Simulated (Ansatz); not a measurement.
## Sn3Se under changes of volume

One of the cells (26.013 Å³/atom); the others are scaled copies at fixed shape and fractional positions:

```
Sn Se
1.0
     0.00000    3.73314    3.73314
     3.73314    0.00000    3.73314
     3.73314    3.73314    0.00000
Sn Se
3 1
Direct
  0.50000 0.50000 0.50000
  0.75000 0.75000 0.75000
  0.25000 0.25000 0.25000
  0.00000 0.00000 0.00000
```

The cell comes from a database or a generator and needn't be the stable form of this composition.

```yaml
Program: Ansatz 0.2.0
Functional: PBEsol
Potentials_or_basis: all-electron LAPW, scalar-relativistic
Cutoff: 178 eV (chosen from the basis error)
Basis_error_allowed: 0.001 eV/atom
k_mesh: 6 × 6 × 6
Occupations: fermi-dirac, width 0.05 eV
Spin: no spin polarisation
```

| volume (Å³/atom) | energy over the lowest point (meV/atom) | pressure (GPa) |
| --- | --- | --- |
| 24.452 | 0.00 | -0.1 |
| 24.973 | 2.28 | -1.2 |
| 25.493 | 8.18 | -2.3 |
| 26.013 | ? | ? |
| 26.533 | 29.08 | -4.0 |
| 27.054 | 43.35 | -4.7 |
| 27.574 | 59.73 | -5.3 |

Task: What does the run at 26.013 Å³/atom give?

Result: Energy over the lowest point 17.25 meV/atom; pressure -3.2 GPa.

Worked out: A Birch-Murnaghan fit of order 3 (a polynomial in V^(-2/3)) to the other rows has its minimum at 24.41 Å³/atom, just outside them, with B0 = V·E''(V) = 60 GPa and B' = 5.2. It gives 17.24 meV/atom at 26.013 Å³/atom, against the run's 17.25, and -dE/dV = -3.2 GPa, against -3.2.

Energies are extrapolated to zero smearing.
